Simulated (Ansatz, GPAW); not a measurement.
# ZnBrF with PBE in single-zeta orbitals from a Python script

These are simulated results from GPAW 26.7.0, not measurements. The cell was built from a prototype and was relaxed with r2SCAN in plane waves (Ansatz 0.2.0). It may be hypothetical. It is a single sheet, repeated along a and b, with vacuum along c. All runs are without spin polarisation.

The sheet's in-plane cell has a = 3.479 Å, b = 3.479 Å (γ = 120.0°), and its outermost atoms lie 2.40 Å apart along the normal. Zn is surrounded by 3 F at 2.18 Å and 3 Br at 2.53 Å; F is surrounded by 3 Zn at 2.18 Å; Br is surrounded by 3 Zn at 2.53 Å.

The basis is minimal: single zeta, one radial function for each shell that the log's basis lists. It describes the filled bands fairly and the empty ones poorly.

Input script:

```python
import json
from ase import Atoms
from gpaw import GPAW, PW, FermiDirac

atoms = Atoms(['Zn', 'F', 'Br'],
              cell=[[3.479188, -0.0, -0.0], [-1.739594, 3.013065, 0.0], [-0.0, 0.0, 28.59391]],
              scaled_positions=[[-0.0, -0.0, 0.322756], [0.333333, 0.666667, 0.352745], [0.666667, 0.333333, 0.268756]],
              pbc=True)
calc = GPAW(mode='lcao', basis='sz(dzp)', h=0.2, xc='PBE', kpts={'size': (6, 6, 1), 'gamma': True},
            occupations=FermiDirac(0.02), maxiter=100, legacy_gpaw=True, txt='gpaw.txt')
atoms.calc = calc
res = {'energy': atoms.get_potential_energy(force_consistent=True)}
res['electrons'] = calc.get_number_of_electrons()
res['k'] = calc.get_ibz_k_points().tolist()
res['levels'] = [calc.get_eigenvalues(kpt=i).tolist() for i in range(len(res['k']))]
points = [[0.0, 0.0, 0.0], [0.5, 0.0, 0.0], [0.333333, 0.333333, 0.0]]
bands = calc.fixed_density(kpts=points, symmetry='off', txt='bands.txt')
res['points'] = [bands.get_eigenvalues(kpt=i).tolist() for i in range(len(points))]
json.dump(res, open('results.json', 'w'))
print('free energy (eV):', round(res['energy'], 5))
```

Command: `python run.py`. It took 8.4 s on 1 thread of Arm Neoverse V1, on a shared host, peak memory 0.21 GiB.

The log gpaw.txt, trimmed of paths, versions and times, then the last line on the terminal. An iter line gives the energy in eV and the logarithms of the changes of orbitals (plane waves alone) and density (c: converged):

```
___ ___ ___ _ _ _
 |   |   |_  | | | |

 | | | | | . | | | |

 |__ |  _|___|_____|  26.7.0
 |___|_|

Input parameters:
  basis: sz(dzp)
  h: 0.2
  kpts: {gamma: True,
         size: (6, 6, 1)}
  maxiter: 100
  mode: lcao
  occupations: {fixmagmom: False,
                name: fermi-dirac,
                width: 0.02}
  xc: PBE

System changes: positions, numbers, cell, pbc, initial_charges, initial_magmoms

Initialize ...

species:
  Zn:
    name:    Zinc
    Z:       30.0
    valence: 12
    core:    18
    charge:  0.0  # [|e|]
    compensation charges:
      type: gauss
      rc: 0.37  # [Å]
      lmax: 2
    cutoffs:
      filter: 2.14  # [Å]
      core: 2.28  # [Å]
    projectors
    | kind |    occ | energy [eV] | rcut [Å] |

    |------|--------|-------------|----------|

    |   4s |  2.000 |      -5.977 |    1.286 |

    |   4p |  0.000 |      -1.117 |    1.270 |

    |   3d | 10.000 |     -10.142 |    1.180 |

    |    s |        |      21.234 |    1.286 |

    |    p |        |      26.095 |    1.270 |

    |    d |        |      17.070 |    1.180 |

    LCAO basis set for Zn:
      Name: sz(dzp)
      Number of radial functions: 3
      Number of spherical harmonics: 9
        l=0, rc=8.1562 Bohr: 4s-sz confined orbital
        l=1, rc=12.4062 Bohr: 4p-sz confined orbital
        l=2, rc=4.3594 Bohr: 3d-sz confined orbital
      Number of RI-basis functions 0

  F:
    name:    Fluorine
    Z:       9.0
    valence: 7
    core:    2
    charge:  0.0  # [|e|]
    compensation charges:
      type: gauss
      rc: 0.20  # [Å]
      lmax: 2
    cutoffs:
      filter: 1.14  # [Å]
      core: 0.74  # [Å]
    projectors
    | kind |    occ | energy [eV] | rcut [Å] |

    |------|--------|-------------|----------|

    |   2s |  2.000 |     -29.898 |    0.635 |

    |   2p |  5.000 |     -11.110 |    0.635 |

    |    s |        |      -2.687 |    0.635 |

    |    p |        |      16.102 |    0.635 |

    |    d |        |       0.000 |    0.635 |

    LCAO basis set for F:
      Name: sz(dzp)
      Number of radial functions: 2
      Number of spherical harmonics: 4
        l=0, rc=3.8594 Bohr: 2s-sz confined orbital
        l=1, rc=4.8750 Bohr: 2p-sz confined orbital
      Number of RI-basis functions 0

  Br:
    name:    Bromine
    Z:       35.0
    valence: 7
    core:    28
    charge:  0.0  # [|e|]
    compensation charges:
      type: gauss
      rc: 0.35  # [Å]
      lmax: 2
    cutoffs:
      filter: 1.98  # [Å]
      core: 2.38  # [Å]
    projectors
    | kind |    occ | energy [eV] | rcut [Å] |

    |------|--------|-------------|----------|

    |   4s |  2.000 |     -20.121 |    1.111 |

    |   4p |  5.000 |      -7.861 |    1.111 |

    |    s |        |       7.091 |    1.111 |

    |    p |        |      19.351 |    1.111 |

    |    d |        |       0.000 |    1.111 |

    LCAO basis set for Br:
      Name: sz(dzp)
      Number of radial functions: 2
      Number of spherical harmonics: 4
        l=0, rc=5.3594 Bohr: 4s-sz confined orbital
        l=1, rc=6.8125 Bohr: 4p-sz confined orbital
      Number of RI-basis functions 0

Reference energy: -122477.655167  # eV

Spin-paired calculation

Convergence criteria:
 Maximum [total energy] change in last 3 cyles: 0.0005 eV / valence electron
 Maximum integral of absolute [dens]ity change: 0.0001 electrons / valence electron
 Maximum integral of absolute [eigenst]ate change: 4e-08 eV^2 / valence electron
 Maximum number of scf [iter]ations: 100
 (Square brackets indicate name in SCF output, whereas a 'c' in
 the SCF output indicates the quantity has converged.)

Symmetries present (total): 1

  ( 1  0  0)
  ( 0  1  0)
  ( 0  0  1)

36 k-points: 6 x 6 x 1 Monkhorst-Pack grid + [1/12,1/12,0.000000]
20 k-points in the irreducible part of the Brillouin zone
       k-points in crystal coordinates                weights
   0:     0.00000000    0.00000000    0.00000000          1/36
   1:     0.00000000    0.16666667    0.00000000          2/36
   2:     0.00000000    0.33333333    0.00000000          2/36
   3:     0.00000000    0.50000000    0.00000000          1/36
   4:     0.16666667   -0.33333333    0.00000000          2/36
   5:     0.16666667   -0.16666667    0.00000000          2/36
   6:     0.16666667    0.00000000    0.00000000          2/36
   7:     0.16666667    0.16666667    0.00000000          2/36
   8:     0.16666667    0.33333333    0.00000000          2/36
   9:     0.16666667    0.50000000    0.00000000          2/36
          ...
  19:     0.50000000    0.50000000    0.00000000          1/36

Wave functions: LCAO
  Diagonalizer: Serial LAPACK
  Atomic Correction: dense with blas
  Data-type: complex

Occupation numbers: Fermi-Dirac:
  width: 0.0200  # eV

Eigensolver
   LCAO using direct dense diagonalizer

Densities:
  Coarse grid: 16*16*144 grid
  Fine grid: 32*32*288 grid
  Total Charge: 0.000000

Density mixing:
  Method: separate
  Backend: msr1
  Linear mixing parameter: 0.05
  old densities: 10
  Width of damping distribution: 1.1
  Damping of long wavelength oscillations: 20

Hamiltonian:
  XC and Coulomb potentials evaluated on a 32*32*288 grid
  Using the PBE Exchange-Correlation functional
  Interpolation: tri-quintic (5. degree polynomial)
  Poisson solver: FastPoissonSolver using
    Stencil: 8*3+1=25 point O(h^6) finite-difference Laplacian
    FFT axes: [np.int64(0), np.int64(1), np.int64(2)]
    FST axes: []

XC parameters: PBE with 2 nearest neighbor stencil

Memory estimate:
  Process memory now: 143.34 MiB
  Calculator: 31.97 MiB
    Density: 21.54 MiB
      Arrays: 7.31 MiB
      Localized functions: 8.60 MiB
      Mixer: 5.62 MiB
    Hamiltonian: 5.38 MiB
      Arrays: 4.78 MiB
      XC: 0.00 MiB
      Poisson: 0.00 MiB
      vbar: 0.60 MiB
    Wavefunctions: 5.05 MiB
      C [qnM]: 0.09 MiB
      S, T [2 x qmm]: 0.18 MiB
      P [aqMi]: 0.01 MiB
      BasisFunctions: 4.77 MiB
      Eigensolver: 0.00 MiB

Total number of cores used: 1

Number of atoms: 3
Number of atomic orbitals: 17
Number of bands in calculation: 17
Number of valence electrons: 26
Bands to converge: occupied
Positions:
   0 Zn     0.000000    0.000000    9.228856    ( 0.0000,  0.0000,  0.0000)
   1 F     -0.000002    2.008711   10.086359    ( 0.0000,  0.0000,  0.0000)
   2 Br     1.739596    1.004354    7.684785    ( 0.0000,  0.0000,  0.0000)

Unit cell:
           periodic     x           y           z      points  spacing
  1. axis:    yes    3.479188   -0.000000   -0.000000    16     0.1883
  2. axis:    yes   -1.739594    3.013065    0.000000    16     0.1883
  3. axis:    yes   -0.000000    0.000000   28.593910   144     0.1986

  Lengths:   3.479188   3.479188  28.593910
  Angles:   90.000000  90.000000 120.000002

Effective grid spacing dv^(1/3) = 0.2011

iter:   1    -7.001591        c
iter:   2    -6.801152        c -1.25
iter:   3    -6.047350        c -1.28
iter:   4    -6.020056        c -1.96
iter:   5    -6.015990        c -2.22
iter:   6    -6.014450c       c -2.80
iter:   7    -6.014418c       c -3.45
iter:   8    -6.014409c       c -3.91
iter:   9    -6.014409c       c -4.71c

Converged after 9 iterations.

Energy contributions relative to reference atoms: (reference = -122477.655167)

Kinetic:        +66.927807
Potential:      -57.101114
External:        +0.000000
XC:             -16.430753
Entropy (-ST):   -0.000000
Local:           +0.589650
SIC:             +0.000000
--------------------------
Free energy:     -6.014409
Extrapolated:    -6.014409

Showing only first 2 kpts
 Kpt  Band  Eigenvalues  Occupancy
  0    11     -4.72631    2.00000
  0    12     -4.72562    2.00000
  0    13     -2.17306    0.00000
  0    14      1.31070    0.00000

  1    11     -5.88180    2.00000
  1    12     -4.94739    2.00000
  1    13     -1.54153    0.00000
  1    14      2.07290    0.00000

Fermi level: -2.59352

Gap: 2.553 eV
Transition (v -> c):
  (s=0, k=0, n=12, [0.00, 0.00, 0.00]) -> (s=0, k=0, n=13, [0.00, 0.00, 0.00])
No difference between direct/indirect transitions

free energy (eV): -6.01441
```

The gap in the log is over the mesh alone; results.json adds the listed points. PBE in single-zeta orbitals gives a gap of 2.55 eV. On the same cell, plane-wave PBE (Ansatz, 12×12×1 k points and the special points) gives a gap of 2.39 eV and r2SCAN a gap of 2.94 eV; on shared hosts these took about 16 and 40 core-seconds on the 3-atom cell, against 8.4 for the script. Semilocal gaps usually lie below measured ones.

The runs are scalar-relativistic, without spin-orbit coupling.
